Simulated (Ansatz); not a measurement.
**Si2N2H8: basis-set convergence**

An exercise on one series of results from a longer session: the logs are not shown, and one member is left open.

The runs use Ansatz 0.2.0, Gaussian basis; one geometry, several basis sets.

The runs, in order: PBE0-D4/def2-SVP; ωB97M-V/def2-SVP; PBE0-D4/def2-QZVPP; ωB97M-V/def2-QZVPP; the functionals' def2-TZVPP values are taken from earlier runs.

### The geometry

All runs share one geometry, relaxed beforehand with PBE0-D4 in a triple-zeta def2 set.

SMILES `N[SiH](N)[SiH3]`, 12 atoms, charge 0, spin multiplicity 1.

Atoms are counted from 1 here; the program's logs count them from 0.

Bond lengths: N1–Si2 1.717 Å, N1–H5 1.006 Å, N1–H6 1.007 Å, Si2–N3 1.715 Å, Si2–Si4 2.353 Å, Si2–H7 1.496 Å, N3–H8 1.006 Å, N3–H9 1.008 Å, Si4–H10 1.490 Å, Si4–H11 1.491 Å, Si4–H12 1.492 Å. Angles: Si2–N1–H5 120.0°, Si2–N1–H6 121.2°, H5–N1–H6 111.9°, N1–Si2–N3 107.8°, N1–Si2–Si4 116.0°, N1–Si2–H7 103.0°, N3–Si2–Si4 105.3°, N3–Si2–H7 116.7°, Si4–Si2–H7 108.6°, Si2–N3–H8 121.1°, Si2–N3–H9 120.5°, H8–N3–H9 111.9°, Si2–Si4–H10 110.5°, Si2–Si4–H11 110.8°, Si2–Si4–H12 112.4°, H10–Si4–H11 107.8°, H10–Si4–H12 107.7°, H11–Si4–H12 107.5°.

The first run:

Input file in.yaml:

```yaml
crystal:
  periodic: [false, false, false]
  atoms:
    - {symbol: N, position_ang: [-1.122788, 1.487600, -0.413352]}
    - {symbol: Si, position_ang: [0.286772, 0.547222, -0.137505]}
    - {symbol: N, position_ang: [0.683683, 0.675289, 1.525628]}
    - {symbol: Si, position_ang: [0.086844, -1.760087, -0.551774]}
    - {symbol: H, position_ang: [-1.265268, 1.929764, -1.306134]}
    - {symbol: H, position_ang: [-1.994803, 1.264085, 0.038139]}
    - {symbol: H, position_ang: [1.269189, 1.121879, -1.108409]}
    - {symbol: H, position_ang: [1.228318, -0.034560, 1.986151]}
    - {symbol: H, position_ang: [0.804454, 1.579022, 1.955420]}
    - {symbol: H, position_ang: [-0.020939, -2.020727, -2.014941]}
    - {symbol: H, position_ang: [-1.135083, -2.312371, 0.100211]}
    - {symbol: H, position_ang: [1.256619, -2.532316, -0.039335]}
basis:
  gaussian: {orbitals: def2-SVP}
hamiltonian: {xc: pbe0, dispersion: d4}
output: {orbitals: {seedname: orbitals}}
```

Among the steps run: PBE0-D4 in def2-SVP; ωB97M-V in def2-SVP; PBE0-D4 in def2-QZVPP; ωB97M-V in def2-QZVPP.

One table of the session follows, with a row left open; its other results are not shown here.

It belongs to the step «Density functionals: the series». 

```
functional       basis  HOMO (eV)  LUMO (eV)
   PBE0-D4    def2-SVP      -6.69       0.68
   PBE0-D4  def2-TZVPP      -6.89       0.27
   PBE0-D4  def2-QZVPP      -6.93       0.09
   ωB97M-V    def2-SVP      -8.84       2.52
   ωB97M-V  def2-TZVPP          ?          ?
   ωB97M-V  def2-QZVPP      -9.09       1.43
```

**Question.** Estimate the row for ωB97M-V, def2-TZVPP.

The run gave: HOMO (eV): -9.04; LUMO (eV): 1.88. In the column «HOMO (eV)» it lies between ωB97M-V, def2-QZVPP (-9.09) and ωB97M-V, def2-SVP (-8.84).
